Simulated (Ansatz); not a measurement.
# CuI: the cost of one run

Program: Ansatz 0.2.0. PAW datasets, plane waves, zero pressure. (Simulation; spin polarisation is off.)

### Step 1. Starting point

It is monoclinic, Pc (No. 7); conventional cell a = 4.254 Å, b = 8.512 Å, c = 7.365 Å, β = 125.2°, 27.23 Å³ an atom. Around Cu lie 4 I at 2.60–2.61 Å; around I lie 4 Cu at 2.60–2.61 Å.

Structure file:

```
Cu I
1.0
     4.25374    0.00000    0.00000
     0.00000    8.51186    0.00000
    -4.24920    0.00000    6.01583
Cu I
4 4
Direct
  0.72465 0.62640 0.26698
  0.72465 0.37360 0.76698
  0.73917 0.12392 0.26958
  0.73917 0.87608 0.76958
  0.97567 0.62483 0.01707
  0.97567 0.37517 0.51707
  0.98762 0.12526 0.01928
  0.98762 0.87474 0.51928
```

### Step 2. Relaxation with PBE

input.yaml

```yaml
crystal:
  lattice:
    - [4.2537394295, 0.0, 0.0]
    - [0.0, 8.51185989, 0.0]
    - [-4.2492013865, 0.0, 6.0158311103]
  atoms:
    - { symbol: Cu, position: [0.7246473, 0.62640082, 0.26697891] }
    - { symbol: Cu, position: [0.7246473, 0.37359918, 0.76697891] }
    - { symbol: Cu, position: [0.73916597, 0.12391775, 0.26957505] }
    - { symbol: Cu, position: [0.73916597, 0.87608225, 0.76957505] }
    - { symbol: I, position: [0.97567191, 0.62482571, 0.01707121] }
    - { symbol: I, position: [0.97567191, 0.37517429, 0.51707121] }
    - { symbol: I, position: [0.98761681, 0.12526184, 0.01927583] }
    - { symbol: I, position: [0.98761681, 0.87473816, 0.51927583] }
kpoints:
  mp_grid: { grid: [6, 4, 4] }
hamiltonian:
  xc: pbe
scf:
  occupations: { method: fermi_dirac, width: 0.02 }
relax:
  f_tol: 0.005
  cell: {}
output:
  write_density: true
  write_potential: true
  elf: true
  volumetric_format: npy
```

Run with:

```bash
ansatz run input.yaml --threads 4 --pin off --max-ram 5529MiB --backend cpu --events-out ev --progress --plain --runs-dir out
```

**Question.** How long does this run take on 4 threads of Arm Neoverse V2, shared host, and how much memory does it need?

About 1.7 min, with a peak of 1.1 GiB.
